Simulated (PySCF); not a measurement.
# C3H6AsB: electronic excitations and core binding energies

Aim: predict the electronic excitations and core binding energies of C3H6AsB (`B[AsH]C1C=C1`).

Programs: PySCF 2.14.0, with density-fitted response routines of our own. Each step states its level of theory. These are calculated values for one molecule in the gas phase, unless marked as measured. Atoms count from 0, in the outputs and in this text.

### 1 The starting structure

11 atoms, charge 0, multiplicity 1; geometry from: GFN2-xTB.

Bonds of the start (Å): B0–As1 1.97, As1–C2 1.99, C2–C3 1.50, C3–C4 1.30, C4–C2 1.50, B0–H5 1.17, B0–H6 1.17, As1–H7 1.51, C2–H8 1.09, C3–H9 1.06, C4–H10 1.06.

### 2 Excited states and response: B3LYP/def2-SVPD

What the job is given:

```
{"job": {"kind": "uv", "xc": "B3LYP", "basis": "def2-SVPD", "nstates": 8, "ntriplets": 3}, "charge": 0, "multiplicity": 1}
B      2.200126    -0.053775    -0.445467
As     0.811911     1.297094    -0.093545
C     -0.793347     0.181910    -0.488513
C     -2.028300     0.214366     0.360996
C     -1.305052    -0.860869     0.459793
H      2.166261    -0.685439    -1.433450
H      3.140193    -0.170388     0.243892
H      0.749583     1.114854     1.401075
H     -0.914059     0.007614    -1.561473
H     -2.883917     0.778271     0.645367
H     -1.137975    -1.820967     0.885363
```

Method: TDDFT B3LYP/def2-SVPD, vertical, gas phase, core orbitals frozen in the response.

Command:

```
> OMP_NUM_THREADS=1 python probes_run.py task.json out
```

One launch serves the whole session: the jobs run in the order shown.

Standard output:

```text
coarse grid: 42888 points
cycle   1  E = -2378.1653357906  dE = -2.253e-01  |g| = 3.276e-01  |ddm| = 4.935e+00
cycle   2  E = -2378.1647473440  dE =  5.884e-04  |g| = 3.305e-01  |ddm| = 1.031e+00
cycle   3  E = -2378.1892978121  dE = -2.455e-02  |g| = 7.320e-02  |ddm| = 4.800e-01
cycle   4  E = -2378.1907939861  dE = -1.496e-03  |g| = 2.061e-02  |ddm| = 1.277e-01
cycle   5  E = -2378.1908925231  dE = -9.854e-05  |g| = 8.445e-03  |ddm| = 3.653e-02
cycle   6  E = -2378.1909113710  dE = -1.885e-05  |g| = 2.801e-03  |ddm| = 1.478e-02
cycle   7  E = -2378.1909132571  dE = -1.886e-06  |g| = 8.020e-04  |ddm| = 4.065e-03
final grid: 90144 points
cycle   8  E = -2378.1908667142  dE =  3.956e-07  |g| = 1.463e-03  |ddm| = 6.126e-03
cycle   9  E = -2378.1908649814  dE =  1.733e-06  |g| = 2.918e-03  |ddm| = 5.693e-03
cycle  10  E = -2378.1908673235  dE = -2.342e-06  |g| = 2.123e-04  |ddm| = 3.603e-03
cycle  11  E = -2378.1908673375  dE = -1.398e-08  |g| = 2.768e-05  |ddm| = 3.594e-04
cycle  12  E = -2378.1908673376  dE = -1.073e-10  |g| = 4.718e-06  |ddm| = 3.867e-05
converged SCF energy = -2378.1908673376

Static polarisability (au): isotropic 82.545, principal 66.087 78.266 103.284

Singlet excitations
state   eV       nm        f      main configurations
  1   3.9310    315.4   0.06479   H->L 0.89
  2   4.2705    290.3   0.03278   H-1->L 0.90
  3   4.9863    248.6   0.03198   H->L+1 0.93
  4   5.6554    219.2   0.02074   H-1->L+1 0.67, H-2->L 0.16, H-3->L 0.09
  5   5.7067    217.3   0.00157   H-2->L 0.52, H-1->L+1 0.23, H-3->L 0.17
  6   5.8811    210.8   0.02793   H->L+2 0.96
  7   6.1774    200.7   0.02132   H-3->L 0.51, H-2->L 0.26, H-4->L 0.14
  8   6.3167    196.3   0.03132   H->L+3 0.40, H-4->L 0.34, H-1->L+2 0.15

Triplet excitations (Tamm-Dancoff, eV): 3.0157 3.7975 3.9174
```

Wall time 14 s (1 thread of Arm Neoverse V2, shared host); peak memory 0.64 GiB.

Frontier orbitals and where they lie:

```
orbital     eV                       atoms
 HOMO−3  -9.05   C2 28 %, C3 18 %, B0 12 %
 HOMO−2  -8.80  As1 30 %, B0 19 %, H7 18 %
 HOMO−1  -7.10  As1 23 %, C2 17 %, C4 17 %
   HOMO  -6.49  As1 46 %, B0 12 %, C2 12 %
   LUMO  -1.90  B0 53 %, As1 18 %, H5 10 %
 LUMO+1  -0.67    C3 37 %, C4 36 %, H9 7 %
 LUMO+2   0.29  As1 41 %, B0 16 %, H7 15 %
```

With each of the 8 states as a Gaussian band of 0.4 eV half-width at 1/e, the curve within the window shown has maxima at 308 nm (ε 3,400), 248 nm (ε 1,400), 204 nm (ε 2,900) L/(mol cm). Beyond the last state computed it falls off for lack of states. The curve at chosen wavelengths:

| nm | ε (L/mol/cm) |
| --- | --- |
| 187 | 1022 |
| 194 | 2186 |
| 202 | 2869 |
| 209 | 2763 |
| 216 | 2290 |
| 224 | 1617 |
| 231 | 1282 |
| 239 | 1303 |
| 246 | 1405 |
| 253 | 1378 |
| 261 | 1271 |
| 268 | 1315 |
| 275 | 1590 |
| 283 | 2129 |
| 290 | 2660 |
| 297 | 3105 |
| 305 | 3376 |
| 312 | 3354 |
| 319 | 3102 |
| 327 | 2613 |
| 334 | 2105 |
| 342 | 1535 |
| 349 | 1103 |
| 356 | 758 |
| 364 | 470 |
| 371 | 298 |

Ground-state properties from the same run:

```
           property  computed
  dipole moment (D)      1.83
polarisability (Å³)     12.23
 HOMO–LUMO gap (eV)      4.59
      −ε(HOMO) (eV)      6.49
```

### 3 Core holes by ΔSCF: SCAN, X2C

Settings changed since step 2:

```diff
@@ -1,2 +1,2 @@
-{"job": {"kind": "uv", "xc": "B3LYP", "basis": "def2-SVPD", "nstates": 8, "ntriplets": 3}, "charge": 0, "multiplicity": 1}
+{"job": {"kind": "xps"}, "charge": 0, "multiplicity": 1}
 B      2.200126    -0.053775    -0.445467
```

With the program's defaults for keys left out, this is: delta-SCF UKS SCAN, pcX-2 on the ionised atom, pcseg-1 elsewhere, spin-free X2C.

Standard output:

```text
ground state, core basis on atom 0 (B), 144 functions
  cycle   1  E = -2397.97237269  |g| = 3.24e-01
  cycle   2  E = -2397.96095720  |g| = 3.88e-01
  cycle   3  E = -2398.00428983  |g| = 8.02e-02
  cycle   4  E = -2398.00619831  |g| = 2.65e-02
  cycle   5  E = -2398.00636217  |g| = 1.11e-02
  cycle   6  E = -2398.00639538  |g| = 4.27e-03
  cycle   7  E = -2398.00640002  |g| = 1.54e-03
  cycle   8  E = -2398.00639889  |g| = 4.71e-04
  E(ground) = -2397.91612310 Eh
hole in B 1s of atom 0
  cycle   1  E = -2390.39238601  |g| = 1.15e+00
  cycle   2  E = -2388.40103078  |g| = 1.99e+00
  cycle   3  E = -2390.58695144  |g| = 5.57e-01
  cycle   4  E = -2390.48941451  |g| = 6.51e-01
  cycle   5  E = -2390.83292655  |g| = 8.53e-02
  cycle   6  E = -2390.83657440  |g| = 1.11e-01
  cycle   7  E = -2390.84441719  |g| = 7.32e-02
  cycle   8  E = -2390.84675519  |g| = 5.61e-02
  cycle   9  E = -2390.84983995  |g| = 2.70e-02
  cycle  10  E = -2390.85042645  |g| = 8.76e-03
  cycle  11  E = -2390.85046409  |g| = 6.53e-03
  cycle  12  E = -2390.85049164  |g| = 1.91e-03
  cycle  13  E = -2390.85049629  |g| = 1.34e-03
  cycle  14  E = -2390.85049873  |g| = 8.70e-04
  cycle  15  E = -2390.85049785  |g| = 5.84e-04
  cycle  16  E = -2390.85049995  |g| = 2.79e-04
  E(ion) = -2390.75928196 Eh   <S^2> = 1.3471   hole on atom = 1.000   binding energy = 194.748 eV
ground state, core basis on atom 2 (C), 144 functions
  cycle   1  E = -2398.01794895  |g| = 5.76e-02
  cycle   2  E = -2398.01784129  |g| = 2.27e-02
  cycle   3  E = -2398.01773381  |g| = 2.76e-02
  cycle   4  E = -2398.01803180  |g| = 5.10e-03
  cycle   5  E = -2398.01803864  |g| = 9.07e-04
  cycle   6  E = -2398.01804009  |g| = 2.10e-04
  E(ground) = -2397.92554958 Eh
hole in C 1s of atom 2
  cycle   1  E = -2386.73290387  |g| = 1.52e+00
  cycle   2  E = -2385.54315209  |g| = 2.13e+00
  cycle   3  E = -2387.24671617  |g| = 4.13e-01
  cycle   4  E = -2387.31140713  |g| = 1.65e-01
  cycle   5  E = -2387.32252005  |g| = 7.52e-02
  cycle   6  E = -2387.32504409  |g| = 3.57e-02
  cycle   7  E = -2387.32568787  |g| = 1.11e-02
  cycle   8  E = -2387.32576257  |g| = 3.65e-03
  cycle   9  E = -2387.32577413  |g| = 1.47e-03
  cycle  10  E = -2387.32577711  |g| = 6.56e-04
  cycle  11  E = -2387.32577710  |g| = 3.25e-04
  E(ion) = -2387.23199570 Eh   <S^2> = 0.7780   hole on atom = 1.000   binding energy = 290.986 eV
ground state, core basis on atom 3 (C), 144 functions
  cycle   1  E = -2398.01804508  |g| = 5.77e-02
  cycle   2  E = -2398.01785598  |g| = 3.18e-02
  cycle   3  E = -2398.01761614  |g| = 4.36e-02
  cycle   4  E = -2398.01810905  |g| = 5.09e-03
  cycle   5  E = -2398.01811768  |g| = 7.19e-04
  cycle   6  E = -2398.01811812  |g| = 2.39e-04
  E(ground) = -2397.92664766 Eh
hole in C 1s of atom 3
  cycle   1  E = -2386.74296686  |g| = 1.51e+00
  cycle   2  E = -2384.56582491  |g| = 2.28e+00
  cycle   3  E = -2386.97036507  |g| = 7.15e-01
  cycle   4  E = -2387.23877835  |g| = 3.93e-01
  cycle   5  E = -2387.30893464  |g| = 2.10e-01
  cycle   6  E = -2387.33044957  |g| = 4.55e-02
  cycle   7  E = -2387.33186258  |g| = 1.13e-02
  cycle   8  E = -2387.33199810  |g| = 6.24e-03
  cycle   9  E = -2387.33204794  |g| = 4.25e-03
  cycle  10  E = -2387.33208010  |g| = 2.56e-03
  cycle  11  E = -2387.33209245  |g| = 1.66e-03
  cycle  12  E = -2387.33209438  |g| = 6.62e-04
  cycle  13  E = -2387.33209580  |g| = 2.64e-04
  E(ion) = -2387.23957703 Eh   <S^2> = 0.8210   hole on atom = 1.000   binding energy = 290.810 eV
```

It took 18 s on 1 thread of Arm Neoverse V2, shared host; peak memory 0.44 GiB.

The holes in one table. −ε is the ground-state orbital energy:

```
     hole  stands for                 environment          ΔSCF (eV)  −ε (eV)   ⟨S²⟩
B1s on B0          B0     boron bonded to As, 2 H  194.75 (doubtful)    180.3  1.347
C1s on C2          C2  three-membered-ring carbon             290.99    274.7  0.778
C1s on C3      C3, C4                   alkene CH             290.81    274.5  0.821
```

Each hole run stands for the others of its class of like atoms.

Doubtful: the ion did not converge, its hole moved, or its ⟨S²⟩ is well above 0.75.

### 4 Results

| quantity | value |
| --- | --- |
| lowest singlet (B3LYP/def2-SVPD) | 3.93 eV (315 nm), f = 0.065 |
| lowest triplet | 3.02 eV |
| C1s binding energies, SCAN/pcX-2 | C2 290.99, C3 290.81 eV |

What this shows: The lowest singlet, at 3.93 eV, is HOMO→LUMO 0.89 and is bright. The lowest triplet lies 0.92 eV below the lowest singlet (triplets in Tamm-Dancoff, singlets in full TDDFT). The C1s levels kept as sound span 0.18 eV, from C3 (alkene CH) up to C2 (three-membered-ring carbon).
